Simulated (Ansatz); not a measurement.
# H₇NOSi₂: a ladder of functionals and wavefunction methods

An exercise on one series of results from a longer session: the logs are not shown, and one member is left open.

Method: functionals in def2-TZVPP, the program's frozen cores in correlated methods; program: Ansatz 0.2.0, Gaussian basis.

The runs, in order: LDA (SPW92), PBE-D4, revPBE-D4, BLYP-D4, r2SCAN-D4, B97M-V, PBE0-D4, B3LYP-D4, r2SCANh-D4, r2SCAN0-D4, HSE06-D4, BHLYP-D4, CAM-B3LYP-D4, LC-ωPBE, ωB97X-V, ωB97M-V, B2PLYP, PBE-QIDH; CCSD(T)/def2-SVP; CCSD(T)/def2-TZVPP; MP2/def2-QZVPP; extrapolation to the limit; RPA on PBE.

**The relaxed structure**

The geometry comes from an earlier relaxation with PBE0-D4 in a triple-zeta def2 set; it is a stationary point, not always the lowest conformer.

SMILES `O[SiH2]N[SiH3]`, 11 atoms, charge 0, spin multiplicity 1.

Atoms are counted from 1 here; the program's logs count them from 0.

Bond lengths: O1–Si2 1.645 Å, O1–H5 0.958 Å, Si2–N3 1.719 Å, Si2–H6 1.480 Å, Si2–H7 1.485 Å, N3–Si4 1.727 Å, N3–H8 1.012 Å, Si4–H9 1.489 Å, Si4–H10 1.484 Å, Si4–H11 1.489 Å. Angles: Si2–O1–H5 117.5°, O1–Si2–N3 114.1°, O1–Si2–H6 103.1°, O1–Si2–H7 111.4°, N3–Si2–H6 110.9°, N3–Si2–H7 105.4°, H6–Si2–H7 112.3°, Si2–N3–Si4 129.0°, Si2–N3–H8 115.4°, Si4–N3–H8 115.5°, N3–Si4–H9 112.6°, N3–Si4–H10 107.5°, N3–Si4–H11 110.9°, H9–Si4–H10 109.1°, H9–Si4–H11 107.3°, H10–Si4–H11 109.5°.

Set-up of the first run:

Contents of in.yaml:

```yaml
crystal:
  periodic: [false, false, false]
  atoms:
    - {symbol: O, position_ang: [-1.209971, 2.153174, -0.375617]}
    - {symbol: Si, position_ang: [-0.478116, 0.818150, -0.999653]}
    - {symbol: N, position_ang: [-0.459450, -0.533040, 0.063470]}
    - {symbol: Si, position_ang: [0.882044, -1.264519, 0.869123]}
    - {symbol: H, position_ang: [-0.836891, 2.530539, 0.422404]}
    - {symbol: H, position_ang: [-1.284256, 0.527867, -2.206530]}
    - {symbol: H, position_ang: [0.946546, 1.084218, -1.324270]}
    - {symbol: H, position_ang: [-1.359124, -0.962033, 0.236700]}
    - {symbol: H, position_ang: [1.194408, -2.621128, 0.341795]}
    - {symbol: H, position_ang: [2.058124, -0.382291, 0.666840]}
    - {symbol: H, position_ang: [0.611989, -1.408037, 2.326236]}
basis:
  gaussian: {orbitals: def2-TZVPP}
hamiltonian: {xc: lda}
output: {orbitals: {seedname: orbitals}}
```

The run is started by

```console
$ ansatz run in.yaml --threads 4 --pin off --events-out ev --progress --plain --max-ram 10444MiB
```

Among the steps run: LDA; PBE-D4 (GGA); revPBE-D4 (GGA); BLYP-D4 (GGA); r2SCAN-D4 (meta-GGA); B97M-V (meta-GGA); PBE0-D4 (hybrid); B3LYP-D4 (hybrid); r2SCANh-D4 (hybrid); r2SCAN0-D4 (hybrid); HSE06-D4 (hybrid); BHLYP-D4 (hybrid); CAM-B3LYP-D4 (range-separated); LC-ωPBE (range-separated); ωB97X-V (range-separated); ωB97M-V (range-separated); B2PLYP (double hybrid); PBE-QIDH (double hybrid).

One of the session's tables, all rows but one given; the rest of the session is left out.

It belongs to the step «Orbital energies across the functionals». 

| functional | HOMO (eV) | gap (eV) |
| --- | --- | --- |
| LDA (SPW92) | -6.54 | 5.61 |
| PBE-D4 | -6.42 | 5.72 |
| revPBE-D4 | -6.37 | 5.77 |
| BLYP-D4 | -6.29 | 5.69 |
| r2SCAN-D4 | -6.72 | 6.49 |
| B97M-V | -6.87 | 6.31 |
| PBE0-D4 | -7.77 | 7.91 |
| B3LYP-D4 | -7.54 | 7.44 |
| r2SCANh-D4 | -7.22 | 7.26 |
| r2SCAN0-D4 | -7.99 | 8.42 |
| HSE06-D4 | -7.37 | 7.14 |
| BHLYP-D4 | -9.05 | 9.96 |
| CAM-B3LYP-D4 | -9.16 | 10.20 |
| LC-ωPBE | ? | ? |
| ωB97X-V | -10.19 | 12.26 |
| ωB97M-V | -10.09 | 11.77 |

**Question.** Estimate the row for LC-ωPBE.

The run gave: HOMO (eV): -10.55; gap (eV): 12.79. In the column «HOMO (eV)» it is the lowest.
